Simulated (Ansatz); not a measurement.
**CH₆Cl₂GeSi: a ladder of functionals and wavefunction methods**

An exercise on one series of results from a longer session: the logs are not shown, and one member is left open.

Program: Ansatz 0.2.0, Gaussian basis. Level of theory: functionals in def2-TZVPP, the program's frozen cores in correlated methods. These are calculated values, not measurements.

Plan: LDA (SPW92), PBE-D4, revPBE-D4, BLYP-D4, r2SCAN-D4, B97M-V, PBE0-D4, B3LYP-D4, r2SCANh-D4, r2SCAN0-D4, HSE06-D4, BHLYP-D4, CAM-B3LYP-D4, LC-ωPBE, ωB97X-V, ωB97M-V, B2PLYP, PBE-QIDH; CCSD(T)/def2-SVP; CCSD(T)/def2-TZVPP; MP2/def2-QZVPP; extrapolation to the limit; RPA on PBE.

1 further run of the same task is left out (for a known fault of the program).

### Structure used throughout

The geometry comes from an earlier relaxation with PBE0-D4 in a triple-zeta def2 set; it is a stationary point, not always the lowest conformer.

11 atoms, charge 0, spin multiplicity 1.

Atoms are counted from 1 here; the program's logs count them from 0.

Bond lengths: C1–Ge2 1.939 Å, C1–H6 1.091 Å, C1–H7 1.090 Å, C1–H8 1.091 Å, Ge2–Si3 2.384 Å, Ge2–Cl4 2.164 Å, Ge2–Cl5 2.164 Å, Si3–H9 1.485 Å, Si3–H10 1.482 Å, Si3–H11 1.485 Å. Angles: Ge2–C1–H6 109.7°, Ge2–C1–H7 108.8°, Ge2–C1–H8 109.7°, H6–C1–H7 109.5°, H6–C1–H8 109.7°, H7–C1–H8 109.5°, C1–Ge2–Si3 120.8°, C1–Ge2–Cl4 107.1°, C1–Ge2–Cl5 107.1°, Si3–Ge2–Cl4 107.2°, Si3–Ge2–Cl5 107.2°, Cl4–Ge2–Cl5 106.5°, Ge2–Si3–H9 108.8°, Ge2–Si3–H10 107.9°, Ge2–Si3–H11 108.8°, H9–Si3–H10 110.6°, H9–Si3–H11 109.9°, H10–Si3–H11 110.6°.

The first run:

The input, in.yaml:

```yaml
crystal:
  periodic: [false, false, false]
  atoms:
    - {symbol: C, position_ang: [-1.733905, 0.420229, 0.561647]}
    - {symbol: Ge, position_ang: [-0.039297, 0.553615, -0.370407]}
    - {symbol: Si, position_ang: [1.660946, -1.086722, -0.052560]}
    - {symbol: Cl, position_ang: [-0.479774, 0.618252, -2.488284]}
    - {symbol: Cl, position_ang: [0.819315, 2.473748, 0.138992]}
    - {symbol: H, position_ang: [-2.231561, -0.510616, 0.287398]}
    - {symbol: H, position_ang: [-2.359475, 1.265354, 0.274287]}
    - {symbol: H, position_ang: [-1.563531, 0.443295, 1.638581]}
    - {symbol: H, position_ang: [2.042145, -1.110685, 1.382534]}
    - {symbol: H, position_ang: [2.821072, -0.710422, -0.894526]}
    - {symbol: H, position_ang: [1.129564, -2.413149, -0.457062]}
basis:
  gaussian: {orbitals: def2-TZVPP}
hamiltonian: {xc: lda}
output: {orbitals: {seedname: orbitals}}
```

Command:

```
$ ansatz run in.yaml --threads 2 --pin off --events-out ev --progress --plain --max-ram 32768MiB --backend cuda --devices 0, --max-vram 18GiB
```

Steps of the session up to this table: LDA; PBE-D4 (GGA); revPBE-D4 (GGA); BLYP-D4 (GGA); r2SCAN-D4 (meta-GGA); B97M-V (meta-GGA); PBE0-D4 (hybrid); B3LYP-D4 (hybrid); r2SCANh-D4 (hybrid); r2SCAN0-D4 (hybrid); HSE06-D4 (hybrid); BHLYP-D4 (hybrid); CAM-B3LYP-D4 (range-separated); LC-ωPBE (range-separated); ωB97X-V (range-separated); ωB97M-V (range-separated); B2PLYP (double hybrid); PBE-QIDH (double hybrid).

One of the session's tables, all rows but one given; the rest of the session is left out.

It belongs to the step «Frontier levels by functional». 

```
  functional  HOMO (eV)  gap (eV)
 LDA (SPW92)      -7.01      5.16
      PBE-D4      -6.89      5.31
   revPBE-D4      -6.85      5.37
     BLYP-D4      -6.74      5.26
   r2SCAN-D4      -7.19      5.87
      B97M-V          ?         ?
     PBE0-D4      -8.09      7.41
    B3LYP-D4      -7.86      6.94
  r2SCANh-D4      -7.62      6.62
  r2SCAN0-D4      -8.27      7.74
    HSE06-D4      -7.70      6.65
    BHLYP-D4      -9.15      9.45
CAM-B3LYP-D4      -9.36      9.71
     LC-ωPBE     -10.67     12.17
     ωB97X-V     -10.34     11.74
     ωB97M-V     -10.14     11.31
```

**Question.** Estimate the row for B97M-V.

**Answer.** HOMO (eV): -7.32; gap (eV): 5.99. In the column «HOMO (eV)» it lies between r2SCANh-D4 (-7.62) and r2SCAN-D4 (-7.19).
